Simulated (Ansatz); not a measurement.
# One shape, several levels: quartet CH4Ga

Aim: a comparison of 6 runs (UHF/3-21G, UB3LYP/aug-cc-pVDZ, UPBE0/aug-cc-pVDZ, UMP2/aug-cc-pVDZ, UCCSD/aug-cc-pVDZ, UCCSD(T)/aug-cc-pVDZ) of quartet CH4Ga. 

The calculation is run with Ansatz 0.2.0.

35 further runs of the same task are left out: 35 set aside as unsound or not needed. Runs told in other sessions of the task aren't counted.

## Step 1: The system as given

The species is CH4Ga (6 atoms), meant as a quartet with charge 0. As SMILES of the parent species, `[CH3][GaH]`. The coordinates come from a PBE0-D4/def2-TZVP relaxation. That shape belongs to the parent species and isn't relaxed for this state.

Bond lengths: C1–Ga2 1.990 Å, C1–H3 1.089 Å, C1–H4 1.095 Å, C1–H5 1.094 Å, Ga2–H6 1.603 Å. Angles: C1–Ga2–H6 119.3°, Ga2–C1–H3 113.1°, Ga2–C1–H4 108.5°, Ga2–C1–H5 108.8°, H3–C1–H4 109.1°, H3–C1–H5 109.3°, H4–C1–H5 107.8°.

## Step 2: The energy at UHF/3-21G (run 1)

molecule.yaml reads:

```yaml
crystal:
  periodic: [false, false, false]
  atoms:
    - {symbol: C, position_ang: [-0.029300, -0.418300, -0.518000]}
    - {symbol: Ga, position_ang: [0.685700, 0.372600, 1.162100]}
    - {symbol: H, position_ang: [0.574700, -1.243100, -0.892900]}
    - {symbol: H, position_ang: [-1.046400, -0.775600, -0.328700]}
    - {symbol: H, position_ang: [-0.085700, 0.364700, -1.280300]}
    - {symbol: H, position_ang: [-0.056900, 1.635600, 1.811600]}
basis:
  gaussian: {orbitals: 3-21G-spherical.json}
total_charge: 0
magnetization: {spin_polarized: true, initial_magnetization: 3}
hamiltonian: {xc: hf}
accuracy: high
output: {orbitals: {seedname: orbitals}}
```

The basis set 3-21G is read from a file made from the Basis Set Exchange's data (not shown).

Started as:

```console
ansatz run molecule.yaml --threads 1 --pin off --max-ram 2610MiB --events-out events.jsonl --progress --plain --runs-dir runs
```

Standard output:

```text
Warning: RAYON_NUM_THREADS=1 ignored (pool sized by the plan → 1); use --threads N
Functional definition: HF
  name "HF"
  exchange = exact_x
  correlation = 0
719 factors; integrals over basis functions are off by at most 4.7e-9 eV
mean field evaluation 1: about -53159.4478 eV, gradient 9.7e0 eV
mean field evaluation 2: about -53159.6074 eV, gradient 9.8e0 eV
mean field evaluation 4: about -53160.5564 eV, gradient 1.1e0 eV
mean field evaluation 8: about -53160.5753 eV, gradient 5.7e-3 eV
mean field evaluation 16: about -53160.5754 eV, gradient 2.4e-8 eV
mean field evaluation 32: about -53156.5935 eV, gradient 1.2e1 eV
mean field -53160.57536505 eV, -1953.6151111333 hartree, gradient 2.5e-8 eV, S^2 3.782635; 0 other end points of the search recorded, 0 dependent functions left out
reference -53160.57536505 eV, -1953.6151111333 hartree; 22, 19 occupied and 17, 20 virtual orbitals, 719 factors
Total energy: -53160.57536505 eV, -1953.6151111333 hartree
```

Wall time 0.6 s (1 thread of Arm Neoverse V2, shared host); peak memory 0.098 GiB.

## Step 3: The energy at UB3LYP/aug-cc-pVDZ (run 2)

Edit molecule.yaml of step 2 so:

```diff
@@ -10,7 +10,6 @@
 basis:
-  gaussian: {orbitals: 3-21G-spherical.json}
-total_charge: 0
+  gaussian: {orbitals: aug-cc-pVDZ}
 magnetization: {spin_polarized: true, initial_magnetization: 3}
-hamiltonian: {xc: hf}
 accuracy: high
 output: {orbitals: {seedname: orbitals}}
+hamiltonian: {xc: {name: B3LYP}}
```

Started as:

```console
ansatz run molecule.yaml --threads 1 --pin off --max-ram 2610MiB --events-out events.jsonl --progress --plain --runs-dir runs
```

Standard output:

```text
Warning: RAYON_NUM_THREADS=1 ignored (pool sized by the plan → 1); use --threads N
Functional definition: B3LYP
  name "B3LYP"
  parameter a0 = 0.2
  parameter ax = 0.72
  parameter ac = 0.81
  exchange = (1 - a0 - ax)*slater_x + ax*b88_x + a0*exact_x
  correlation = (1 - ac)*vwn_rpa_c + ac*lyp_c
1881 factors; integrals over basis functions are off by at most 4.4e-9 eV
mean field evaluation 1: about -53467.5989 eV, gradient 3.8e1 eV
mean field evaluation 2: about -53457.3578 eV, gradient 5.1e1 eV
mean field evaluation 4: about -53474.9268 eV, gradient 3.9e0 eV
mean field evaluation 8: about -53475.1074 eV, gradient 2.6e-1 eV
mean field evaluation 16: about -53475.1083 eV, gradient 1.6e-4 eV
mean field -53475.10826926 eV, -1965.1739821652 hartree, gradient 8.1e-8 eV, S^2 3.757674; 0 other end points of the search recorded, 0 dependent functions left out
reference -53475.10831096 eV, -1965.1739836975 hartree; 22, 19 occupied and 73, 76 virtual orbitals, 1881 factors
Total energy: -53475.10831096 eV, -1965.1739836975 hartree
```

Wall time 14 s (1 thread of Arm Neoverse V2, shared host); peak memory 0.42 GiB.

Runs 3 to 5 aren't shown in full; the table further down has their settings and results.

## Step 4: A single-point energy at UCCSD(T)/aug-cc-pVDZ (run 6)

input.yaml reads:

```yaml
crystal:
  periodic: [false, false, false]
  atoms:
    - {symbol: C, position_ang: [-0.029300, -0.418300, -0.518000]}
    - {symbol: Ga, position_ang: [0.685700, 0.372600, 1.162100]}
    - {symbol: H, position_ang: [0.574700, -1.243100, -0.892900]}
    - {symbol: H, position_ang: [-1.046400, -0.775600, -0.328700]}
    - {symbol: H, position_ang: [-0.085700, 0.364700, -1.280300]}
    - {symbol: H, position_ang: [-0.056900, 1.635600, 1.811600]}
basis:
  gaussian:
    orbitals: aug-cc-pVDZ
magnetization:
  spin_polarized: true
  initial_magnetization: 3
correlation:
  method: ccsd_t
  frozen_orbitals: {C: 1, Ga: 9, H: 0}
accuracy: high
scf:
  omitted_lower_state_checks: [cluster_reference, increment]
```

Started as:

```console
ansatz run input.yaml --threads 1 --pin off --max-ram 2610MiB --events-out events.jsonl --progress --plain --runs-dir runs
```

Standard output:

```text
Warning: RAYON_NUM_THREADS=1 ignored (pool sized by the plan → 1); use --threads N
[... 12 lines left out ...]
10 core orbitals not correlated: weight in the atoms' cores, before any rotation towards them, 1.000 or more for the frozen orbitals, at most 0.000 for the correlated occupied ones
[... 30 lines left out ...]
Total energy: -53429.09788908 eV, -1963.4831318805 hartree
Checks for a lower state left out: cluster_reference, increment
```

Run time: 75 s. Hardware: 1 thread of Arm Neoverse V2, shared host; peak memory 1.1 GiB.

## Step 5: All runs side by side

```tsv
run	level	frozen core orbitals	energy (Eh)	⟨S²⟩	wall time
1	UHF/3-21G	–	-1953.615111	3.783	0.6 s
2	UB3LYP/aug-cc-pVDZ	–	-1965.173984	3.758	14 s
3	UPBE0/aug-cc-pVDZ	–	-1964.817028	3.759	14 s
4	UMP2/aug-cc-pVDZ	10	-1963.435993	3.786	6 s
5	UCCSD/aug-cc-pVDZ	10	-1963.473952	3.786	56 s
6	UCCSD(T)/aug-cc-pVDZ	10	-1963.483132	3.786	75 s
```

## Step 6: What came out

| quantity | value |
| --- | --- |
| run 6: total energy | -1963.48313 Eh |
| run 6: correlation energy (10 core orbitals frozen) | -259.5 mEh |
| run 6: (T) correction | -9.18 mEh |
| run 6: ⟨S²⟩ of the reference determinant | 3.786 |
| run 6: T1 diagnostic | 0.027 |

In words: Totals of different functionals can't be ranked against each other. All runs together took 2.8 min, the longest 75 s.
